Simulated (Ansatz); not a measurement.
**AlH₉O₃Si₃: vertical ionisation energy**

The task here is to estimate one member of a computed series from the others.

Method: unrestricted cation, the program's frozen cores in correlated methods; program: Ansatz 0.2.0, Gaussian basis.

Levels to be run: UKS PBE-D4/def2-TZVPP; UKS r2SCAN-D4/def2-TZVPP; UKS PBE0-D4/def2-TZVPP; UKS B3LYP-D4/def2-TZVPP; UKS wB97X-V/def2-TZVPP; UKS wB97M-V/def2-TZVPP; UKS B2PLYP/def2-TZVPP; UHF-CCSD(T)/def2-TZVPP; UHF-MP2/def2-QZVPP; extrapolation to the limit; then −ε(HOMO) from the neutral's earlier runs with LDA (SPW92), PBE-D4, revPBE-D4, BLYP-D4, r2SCAN-D4, B97M-V, PBE0-D4, B3LYP-D4, r2SCANh-D4, r2SCAN0-D4, HSE06-D4, BHLYP-D4, CAM-B3LYP-D4, LC-ωPBE, ωB97X-V, ωB97M-V.

## The relaxed structure

All runs share one geometry, relaxed beforehand with PBE0-D4 in a triple-zeta def2 set.

SMILES `[SiH3][O][Al]([O][SiH3])[O][SiH3]`, 16 atoms, charge 0, spin multiplicity 1.

Atoms are counted from 1 here; the program's logs count them from 0.

Bond lengths: Si1–O2 1.624 Å, Si1–H8 1.486 Å, Si1–H9 1.488 Å, Si1–H10 1.487 Å, O2–Al3 1.669 Å, Al3–O4 1.669 Å, Al3–O6 1.668 Å, O4–Si5 1.624 Å, Si5–H11 1.486 Å, Si5–H12 1.487 Å, Si5–H13 1.488 Å, O6–Si7 1.624 Å, Si7–H14 1.486 Å, Si7–H15 1.488 Å, Si7–H16 1.487 Å. Angles: O2–Si1–H8 109.7°, O2–Si1–H9 110.6°, O2–Si1–H10 109.7°, H8–Si1–H9 108.8°, H8–Si1–H10 109.0°, H9–Si1–H10 108.8°, Si1–O2–Al3 167.9°, O2–Al3–O4 120.0°, O2–Al3–O6 120.0°, O4–Al3–O6 120.0°, Al3–O4–Si5 167.0°, O4–Si5–H11 109.7°, O4–Si5–H12 109.7°, O4–Si5–H13 110.7°, H11–Si5–H12 109.0°, H11–Si5–H13 108.8°, H12–Si5–H13 108.8°, Al3–O6–Si7 168.3° and more.

Set-up of the first run:

The input, in.yaml:

```yaml
crystal:
  periodic: [false, false, false]
  atoms:
    - {symbol: Si, position_ang: [2.713965, -0.092744, 1.811712]}
    - {symbol: O, position_ang: [1.461384, -0.099704, 0.778399]}
    - {symbol: Al, position_ang: [-0.009634, 0.002210, -0.002600]}
    - {symbol: O, position_ang: [-0.125944, -0.397696, -1.618512]}
    - {symbol: Si, position_ang: [0.121702, -0.855037, -3.156932]}
    - {symbol: O, position_ang: [-1.364698, 0.503675, 0.831537]}
    - {symbol: Si, position_ang: [-2.838022, 0.941652, 1.355107]}
    - {symbol: H, position_ang: [3.429654, -1.393673, 1.741958]}
    - {symbol: H, position_ang: [2.242331, 0.121214, 3.206199]}
    - {symbol: H, position_ang: [3.656352, 0.999086, 1.451189]}
    - {symbol: H, position_ang: [-0.793507, -1.974609, -3.501116]}
    - {symbol: H, position_ang: [-0.145545, 0.287924, -4.069130]}
    - {symbol: H, position_ang: [1.525881, -1.306003, -3.351402]}
    - {symbol: H, position_ang: [-3.173673, 0.193038, 2.594642]}
    - {symbol: H, position_ang: [-3.869385, 0.649139, 0.323897]}
    - {symbol: H, position_ang: [-2.853562, 2.398828, 1.649252]}
basis:
  gaussian: {orbitals: def2-TZVPP}
total_charge: 1
magnetization: {spin_polarized: true, initial_magnetization: 1}
hamiltonian: {xc: pbe, dispersion: d4}
```

On the command line:

```sh
$ ansatz run in.yaml --threads 2 --pin off --events-out ev --progress --plain --max-ram 22528MiB --backend cuda --devices 0, --max-vram 18GiB
```

Steps of the session up to this table: Cation, UKS PBE-D4/def2-TZVPP; Cation, UKS r2SCAN-D4/def2-TZVPP; Cation, UKS PBE0-D4/def2-TZVPP; Cation, UKS B3LYP-D4/def2-TZVPP; Cation, UKS wB97X-V/def2-TZVPP; Cation, UKS wB97M-V/def2-TZVPP; Cation, UKS B2PLYP (frozen core)/def2-TZVPP; Cation, UHF-CCSD(T)/def2-TZVPP; Cation, UHF-MP2/def2-QZVPP.

One table of the session follows, with a row left open; its other results are not shown here.

For comparison, −ε(HOMO) of the neutral from earlier runs:

| functional | −ε(HOMO) (eV) |
| --- | --- |
| LDA (SPW92) | ? |
| PBE-D4 | 7.17 |
| revPBE-D4 | 7.12 |
| BLYP-D4 | 7.07 |
| r2SCAN-D4 | 7.52 |
| B97M-V | 7.66 |
| PBE0-D4 | 8.62 |
| B3LYP-D4 | 8.40 |
| r2SCANh-D4 | 8.06 |
| r2SCAN0-D4 | 8.86 |
| HSE06-D4 | 8.21 |
| BHLYP-D4 | 10.01 |
| CAM-B3LYP-D4 | 10.04 |
| LC-ωPBE | 11.38 |
| ωB97X-V | 11.06 |
| ωB97M-V | 10.93 |

Q: Estimate the row for LDA (SPW92) from the others.

The run gave: −ε(HOMO) (eV): 7.26. In the column «−ε(HOMO) (eV)» it lies between PBE-D4 (7.17) and r2SCAN-D4 (7.52).
